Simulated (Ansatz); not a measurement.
**GePbSe2: how the settings move a single-point run**

Question: which choices in the input matter for GePbSe2? The cell is built on a prototype (ordering on rocksalt) and needn't be the phase found in nature.

Program: Ansatz 0.2.0. Level of theory: reference: DFT, HSE06, plane waves, PAW. These are calculated values, not measurements.

### 1 Starting point

It takes space group R-3m (No. 166, trigonal). Conventional cell: a = 4.159 Å, b = 4.159 Å, c = 20.607 Å, α = 90.00°, β = 90.00°, γ = 120.00°. Ge (site symmetry -3m) is surrounded by 6 Se at 2.85 Å. Around Pb (site symmetry -3m) lie 6 Se at 3.06 Å. Se (site symmetry 3m) is surrounded by 3 Ge at 2.85 Å and 3 Pb at 3.06 Å.

As a file:

```
Ge Pb Se
1.0
     2.07965    1.20068    6.86897
    -2.07965    1.20068    6.86897
     0.00000   -2.40137    6.86897
Ge Pb Se
1 1 2
Cartesian
  2.0796 1.2007 6.8690
  0.0000 0.0000 10.3035
  0.0000 0.0000 5.3291
  0.0000 0.0000 15.2778
```

### 2 Reference

Contents of input.yaml:

```yaml
crystal:
  lattice:
    - [2.0796469279, 1.2006847137, 6.8689716582]
    - [-2.0796469279, 1.2006847137, 6.8689716582]
    - [0.0, -2.4013694273, 6.8689716582]
  atoms:
    - { symbol: Ge, position: [1.0, 0.0, 0.0] }
    - { symbol: Pb, position: [0.5, 0.5, 0.5] }
    - { symbol: Se, position: [0.2586079005, 0.2586079005, 0.2586079005] }
    - { symbol: Se, position: [0.7413920995, 0.7413920995, 0.7413920995] }
kpoints:
  mp_grid: { grid: [4, 4, 4] }
hamiltonian:
  xc: hse06
scf:
  occupations: { method: fermi_dirac, width: 0.02 }
  n_extra_bands: 5
output:
  forces: true
  stress: true
  eigenvalues: true
```

Started as:

```sh
> ansatz run input.yaml --threads 4 --pin off --max-ram 3686MiB --backend cpu --events-out ev --progress --plain --runs-dir out
```

### 3 Changed: exchange pbe, correlation pbe, coeff 1.0, omega 0.5

Edit input.yaml of step 2 so:

```diff
@@ -13,3 +13,3 @@
 hamiltonian:
-  xc: hse06
+  xc: { exchange: pbe, correlation: pbe, exx: { coeff: 1.0, omega: 0.5 } }
 scf:
```

### 4 Changed: exchange pbe, correlation pbe, coeff 0.15, omega 0.3

Edit input.yaml of step 2 so:

```diff
@@ -13,3 +13,3 @@
 hamiltonian:
-  xc: hse06
+  xc: { exchange: pbe, correlation: pbe, exx: { coeff: 0.15, omega: 0.3 } }
 scf:
```

### 5 Changing settings: xc_grid 3

Edit input.yaml of step 2 so:

```diff
@@ -21 +21,3 @@
   eigenvalues: true
+basis:
+  xc_grid: 3
```

What does the calculation give? Wanted: for each run, ending; energy change; pressure; gap; force.

The runs gave:

| run | ending | energy change | pressure (GPa) | gap (eV) | force (eV/Å) | cycles | time |
| --- | --- | --- | --- | --- | --- | --- | --- |
| reference | converged | 0 | -0.3 | 0.48 | 0.01 | 25 | 58 s |
| 1: exchange pbe, correlation pbe, coeff 1.0, omega 0.5 | converged | not comparable | -2.0 | 0.64 | 0.01 | 35 | 73 s |
| 2: exchange pbe, correlation pbe, coeff 0.15, omega 0.3 | converged | not comparable | 0.3 | 0.26 | 0.02 | 20 | 50 s |
| 3: xc_grid 3 | converged | 0.0 meV/atom | -0.3 | 0.48 | 0.01 | 25 | 58 s |

Residual by cycle in the longest SCF loop of each run; runs are numbered as in the table. The quantity is the density residual dr2, in eV.

| cycle | reference | run 1 | run 2 | run 3 |
| --- | --- | --- | --- | --- |
| 1 | 0.00219 | 0.00206 | 0.00245 | 0.00219 |
| 2 | 4.8e-4 | 3.7e-4 | 6.2e-4 | 4.8e-4 |
| 3 | 3.6e-4 | 2.2e-4 | 2.7e-4 | 3.6e-4 |
| 4 | 1.1e-5 | 3.7e-5 | 3.5e-5 | 1.1e-5 |
| 5 | 1.5e-6 | 2.6e-6 | 3.4e-6 | 1.5e-6 |
| 6 | 4.2e-8 | 2.0e-7 | 1.4e-7 | 4.2e-8 |
| 7 | 7.0e-9 | 1.6e-8 | 6.6e-9 | 7.0e-9 |
| 8 | 1.2e-9 | 1.5e-9 | 8.7e-10 | 1.2e-9 |
| 9 | 2.0e-10 | 3.0e-11 | 1.1e-10 | 2.0e-10 |

«xc_grid 3» leaves the energy as it was. The gap of the reference lacks spin-orbit coupling, though the cell holds Pb.
